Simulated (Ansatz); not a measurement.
# Cu2Ni3: the cost of one run

Computed with Ansatz 0.2.0 (DFT PBE, scalar-relativistic, plane waves, PAW, unless a step names another level, unless a step's input says otherwise).

1 further run of the same task is left out (set aside as unsound or not needed). Runs told in other sessions of the task aren't counted.

### 1 Starting point

The structure is hexagonal, space group P-6m2 (No. 187). Conventional cell: a = 2.508 Å, b = 2.508 Å, c = 20.745 Å, α = 90.00°, β = 90.00°, γ = 120.00°. Around Cu (site symmetry -6m2) lie 6 Cu at 2.51 Å and 6 Ni at 2.55 Å. Cu (site symmetry 3m) is surrounded by 9 Cu at 2.51 to 2.58 Å and 3 Ni at 2.54 Å. Around Cu (site symmetry -6m2) lie 12 Cu at 2.51 to 2.58 Å. Ni (site symmetry 3m) has 12 Ni at 2.49 to 2.51 Å in its first shell of neighbours. Around Ni (site symmetry 3m) lie 9 Ni at 2.49 to 2.51 Å and 3 Cu at 2.55 Å. Ni (site symmetry 3m) is surrounded by 9 Ni at 2.49 to 2.51 Å and 3 Cu at 2.54 Å.

Structure file:

```
Cu Ni
1.0
     2.50773    0.00000    0.00000
    -1.25387    2.17176    0.00000
     0.00000    0.00000   20.74544
Cu Ni
4 6
Direct
  0.33333 0.66667 0.00000
  0.33333 0.66667 0.39694
  0.33333 0.66667 0.60306
  0.66667 0.33333 0.50000
  0.33333 0.66667 0.80147
  0.33333 0.66667 0.19853
  0.66667 0.33333 0.89884
  0.66667 0.33333 0.10116
  0.66667 0.33333 0.29611
  0.66667 0.33333 0.70389
```

It is the end of an earlier relaxation with the same method, from a generated guess; it needn't be the stable form of this composition. At a tolerance of 0.05 Å it has space group P-6m2 (No. 187); it has 11.30 Å³/atom, an uncorrected energy of +0.03 eV/atom over the elements.

### 2 Bands, states and charges

input.yaml

```yaml
crystal:
  lattice:
    - [2.5077313001, 0.0, 0.0]
    - [-1.2538656501, 2.1717590118, 0.0]
    - [0.0, 0.0, 20.7454372371]
  atoms:
    - { symbol: Cu, position: [0.3333333333, 0.6666666667, -1.0e-10] }
    - { symbol: Cu, position: [0.3333333333, 0.6666666667, 0.3969387517] }
    - { symbol: Cu, position: [0.3333333333, 0.6666666667, 0.6030612484] }
    - { symbol: Cu, position: [0.6666666667, 0.3333333333, 0.5000000001] }
    - { symbol: Ni, position: [0.3333333333, 0.6666666667, 0.8014721448], spin: -0.75 }
    - { symbol: Ni, position: [0.3333333333, 0.6666666667, 0.1985278551], spin: 0.75 }
    - { symbol: Ni, position: [0.6666666667, 0.3333333333, 0.8988391331], spin: -0.57 }
    - { symbol: Ni, position: [0.6666666667, 0.3333333333, 0.1011608666], spin: 0.57 }
    - { symbol: Ni, position: [0.6666666667, 0.3333333333, 0.2961056483], spin: 0.52 }
    - { symbol: Ni, position: [0.6666666667, 0.3333333333, 0.7038943519], spin: -0.52 }
basis:
  ecutwfc: 420
kpoints:
  mp_grid: { grid: [18, 18, 2] }
  band_path:
    path:
      - [[0.0, 0.0, 0.0], [0.5, 0.0, 0.0], [0.33333333, 0.33333333, 0.0], [0.0, 0.0, 0.0], [0.0, 0.0, 0.5], [0.5, 0.0, 0.5], [0.33333333, 0.33333333, 0.5], [0.0, 0.0, 0.5]]
      - [[0.5, 0.0, 0.5], [0.5, 0.0, 0.0]]
      - [[0.33333333, 0.33333333, 0.5], [0.33333333, 0.33333333, 0.0]]
    npoints: 14
hamiltonian:
  xc: pbe
scf:
  occupations: { method: gaussian, width: 0.1 }
  n_extra_bands: 25
output:
  forces: true
  stress: true
  eigenvalues: true
  populations: true
  dos: { projected: true, de: 0.02, nscf_kmesh: { grid: [22, 22, 3] } }
  bader: true
  write_density: true
  write_potential: true
  elf: true
  volumetric_format: npy
magnetization:
  spin_polarized: true
checkpoint:
  read: start.run
  write: ck
  compress: false
  write_wavefunctions: false
  write_every: 100000
```

Command:

```
$ ansatz run input.yaml --threads 4 --pin off --max-ram 8192MiB --backend cpu --events-out ev --progress --plain --runs-dir out
```

**Question.** How long does this run take on 4 threads of Intel Xeon at 2.50GHz (Skylake/Cascade Lake), shared host, and how much memory does it need?

About 7 min, with a peak of 2 GiB.
